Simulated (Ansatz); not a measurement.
# TaBr4: the cost of one run

Method: DFT PBE, scalar-relativistic, plane waves, PAW, in Ansatz 0.2.0.

2 further runs of the same task are left out: 1 that didn't finish, 1 set aside as unsound or not needed.

**1. The starting structure**

Symmetry: Cmmm, No. 65, orthorhombic system. The conventional cell has a = 8.575 Å, b = 9.122 Å, c = 3.815 Å, α = 90.00°, β = 90.00°, γ = 90.00°. Around Ta (site symmetry mmm) lie 6 Br at 2.40 to 2.53 Å. Br (site symmetry 2mm) has 1 Ta at 2.40 Å as nearest neighbours. Br (site symmetry m2m) has 2 Ta at 2.53 Å as nearest neighbours.

Coordinates:

```cif
data_structure
_symmetry_space_group_name_H-M 'P 1'
_symmetry_Int_Tables_number 1
_cell_length_a 6.2597
_cell_length_b 6.2597
_cell_length_c 3.8148
_cell_angle_alpha 90.000
_cell_angle_beta 90.000
_cell_angle_gamma 93.540
_cell_volume 149.19
loop_
_atom_site_label
_atom_site_type_symbol
_atom_site_fract_x
_atom_site_fract_y
_atom_site_fract_z
_atom_site_occupancy
Ta1 Ta 0.00000 0.00000 0.00000 1
Br1 Br 0.27967 0.27967 0.00000 1
Br2 Br 0.18155 0.81845 0.50000 1
Br3 Br 0.81845 0.18155 0.50000 1
Br4 Br 0.72033 0.72033 0.00000 1
```

A structure generator made this guess: species swapped into a database cell of OsCl4 (Cmmm, No. 65), with Ta on the Os sites and Br on the Cl sites. The dimensions are guesses.

**2. A first look at the guess**

Input file input.yaml:

```yaml
crystal:
  lattice:
    - [4.28745299, -4.56091751, 0.0]
    - [4.28745299, 4.56091751, 0.0]
    - [0.0, 0.0, 3.81480551]
  atoms:
    - { symbol: Ta, position: [0.0, 0.0, 0.0] }
    - { symbol: Br, position: [0.27966765, 0.27966765, 0.0] }
    - { symbol: Br, position: [0.18154614, 0.81845386, 0.5] }
    - { symbol: Br, position: [0.81845386, 0.18154614, 0.5] }
    - { symbol: Br, position: [0.72033235, 0.72033235, 0.0] }
basis:
  ecutwfc: 420
kpoints:
  mp_grid: { grid: [4, 4, 4] }
hamiltonian:
  xc: pbe
scf:
  occupations: { method: gaussian, width: 0.1 }
  lower_state_search: "off"
output:
  forces: true
  stress: true
  eigenvalues: true
```

Run with:

```bash
$ ansatz run input.yaml --threads 1 --pin off --max-ram 2560MiB --backend cpu --events-out ev --progress --plain --runs-dir out
```

What time and memory should one allow on 1 thread of Arm Neoverse V1, shared host?

About 5.6 s, with a peak of 0.38 GiB.
